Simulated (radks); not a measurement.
# The Coulomb parameter U of the 3d shell of Ti⁺

Aim: U as the second difference [E(n + 0.5) + E(n − 0.5) − 2E(n)]/0.5², with all orbitals relaxed. Bare: the atom's charge changes with n. Screened: the 4s shell takes up the change. The start is a model configuration, not necessarily the ground state.

Method: scalar-relativistic Kohn-Sham, PBEsol, spin-unpolarised, spherical densities, finite nucleus. Code: radks (a radial shooting solver on a logarithmic mesh, Libxc functionals) version 1.

### 1 Starting point

```
element            : titanium (Z = 22)
charge             : +1
electrons          : 21
configuration      : [Ar] 3d2 4s1
nuclear rms radius : 3.5921 fm
```

Outer shells as boxes (Hund's rule):

Ti⁺
```
[Ar] core
3d [↑ ][↑ ][  ][  ][  ]
4s [↑ ]
```

### 2 Start: [Ar] 3d2 4s1

Settings of this run:

```text
Z 22
configuration [Ar] 3d2 4s1
relativity scalar-relativistic
functional pbe_sol,pbe_sol
spin unpolarised
nucleus finite rms 3.5921 fm
c 137.035999084
```

### 3 Bare +0.5: [Ar] 3d2.5 4s1

Settings, as their differences from step 2:

```diff
@@ -1,3 +1,3 @@
 Z 22
-configuration [Ar] 3d2 4s1
+configuration [Ar] 3d2.5 4s1
 relativity scalar-relativistic
```

### 4 Bare -0.5: [Ar] 3d1.5 4s1

Settings, as their differences from step 3:

```diff
@@ -1,3 +1,3 @@
 Z 22
-configuration [Ar] 3d2.5 4s1
+configuration [Ar] 3d1.5 4s1
 relativity scalar-relativistic
```

### 5 Screened +0.5: [Ar] 3d2.5 4s0.5

Settings, as their differences from step 4:

```diff
@@ -1,3 +1,3 @@
 Z 22
-configuration [Ar] 3d1.5 4s1
+configuration [Ar] 3d2.5 4s0.5
 relativity scalar-relativistic
```

### 6 Screened -0.5: [Ar] 3d1.5 4s1.5

Settings, as their differences from step 5:

```diff
@@ -1,3 +1,3 @@
 Z 22
-configuration [Ar] 3d2.5 4s0.5
+configuration [Ar] 3d1.5 4s1.5
 relativity scalar-relativistic
```

**Question.** What will these runs give?

**Answer**, as computed:

```tsv
quantity	value (eV)
U, bare	11.661
U, screened by 4s	2.402
F0(3d,3d), frozen orbitals	16.751
```

**Reading.** Relaxing the orbitals brings U down to 70 % of the Slater integral F0. Letting 4s compensate leaves 21 % of the bare value; this second difference measures U(3d,3d) + U(4s,4s) − 2U(3d,4s). A solid screens further than the bare atom, so the bare value is an upper guide for the U of a crystal.
